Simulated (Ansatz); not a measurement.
# BFH₃ISi: one species, many methods

The task here is to estimate one member of a computed series from the others.

Program: Ansatz 0.2.0, Gaussian basis. Level of theory: functionals in def2-TZVPP, the program's frozen cores in correlated methods. These are calculated values, not measurements.

The runs, in order: LDA (SPW92), PBE-D4, revPBE-D4, BLYP-D4, r2SCAN-D4, B97M-V, PBE0-D4, B3LYP-D4, r2SCANh-D4, r2SCAN0-D4, HSE06-D4, BHLYP-D4, CAM-B3LYP-D4, LC-ωPBE, ωB97X-V, ωB97M-V, B2PLYP, PBE-QIDH; CCSD(T)/def2-SVP; CCSD(T)/def2-TZVPP; MP2/def2-QZVPP; extrapolation to the limit; RPA on PBE.

1 further run of the same task is left out (for a known fault of the program).

## The geometry

The geometry comes from an earlier relaxation with PBE0-D4 in a triple-zeta def2 set; it is a stationary point, not always the lowest conformer. I takes the def2 core potential; no spin-orbit term is included.

7 atoms, charge 0, spin multiplicity 1.

Atoms are counted from 1 here; the program's logs count them from 0.

Bond lengths: B1–Si2 1.942 Å, B1–H5 1.193 Å, B1–H6 1.192 Å, Si2–F3 1.591 Å, Si2–I4 2.514 Å, Si2–H7 1.478 Å. Angles: Si2–B1–H5 118.4°, Si2–B1–H6 119.2°, H5–B1–H6 122.3°, B1–Si2–F3 122.5°, B1–Si2–I4 70.7°, B1–Si2–H7 128.3°, F3–Si2–I4 110.8°, F3–Si2–H7 106.7°, I4–Si2–H7 107.6°.

The first run:

Input file in.yaml:

```yaml
crystal:
  periodic: [false, false, false]
  atoms:
    - {symbol: B, position_ang: [-0.145003, 0.930719, 0.568285]}
    - {symbol: Si, position_ang: [0.580112, -0.616301, -0.354379]}
    - {symbol: F, position_ang: [1.135370, -0.541412, -1.843806]}
    - {symbol: I, position_ang: [-1.929696, -0.758593, -0.343333]}
    - {symbol: H, position_ang: [-0.308075, 0.863868, 1.747810]}
    - {symbol: H, position_ang: [-0.373354, 1.923057, -0.051126]}
    - {symbol: H, position_ang: [1.101846, -1.869439, 0.230849]}
basis:
  gaussian: {orbitals: def2-TZVPP}
hamiltonian: {xc: lda}
output: {orbitals: {seedname: orbitals}}
```

The run is started by

```bash
$ ansatz run in.yaml --threads 2 --pin off --events-out ev --progress --plain --max-ram 4352MiB
```

Steps of the session up to this table: LDA; PBE-D4 (GGA); revPBE-D4 (GGA); BLYP-D4 (GGA); r2SCAN-D4 (meta-GGA); B97M-V (meta-GGA); PBE0-D4 (hybrid); B3LYP-D4 (hybrid); r2SCANh-D4 (hybrid); r2SCAN0-D4 (hybrid); HSE06-D4 (hybrid); BHLYP-D4 (hybrid); CAM-B3LYP-D4 (range-separated); LC-ωPBE (range-separated); ωB97X-V (range-separated); ωB97M-V (range-separated); B2PLYP (double hybrid); PBE-QIDH (double hybrid).

One table of the session follows, with a row left open; its other results are not shown here.

It belongs to the step «Frontier levels by functional». 

```
  functional  HOMO (eV)  LUMO (eV)  gap (eV)
 LDA (SPW92)      -7.02      -2.72      4.29
      PBE-D4          ?          ?         ?
   revPBE-D4      -6.82      -2.40      4.43
     BLYP-D4      -6.70      -2.33      4.36
   r2SCAN-D4      -7.14      -2.22      4.92
      B97M-V      -7.16      -2.26      4.90
     PBE0-D4      -7.99      -1.64      6.35
    B3LYP-D4      -7.75      -1.83      5.92
  r2SCANh-D4      -7.55      -1.92      5.63
  r2SCAN0-D4      -8.17      -1.49      6.68
    HSE06-D4      -7.60      -2.01      5.59
    BHLYP-D4      -8.93      -0.72      8.21
CAM-B3LYP-D4      -9.21      -0.62      8.59
     LC-ωPBE     -10.50       0.48     10.98
     ωB97X-V     -10.18       0.39     10.57
     ωB97M-V     -10.04       0.16     10.20
```

Q: Estimate the row for PBE-D4 from the others.

As computed: HOMO (eV): -6.87; LUMO (eV): -2.49; gap (eV): 4.39. In the column «HOMO (eV)» it lies between LDA (SPW92) (-7.02) and revPBE-D4 (-6.82).
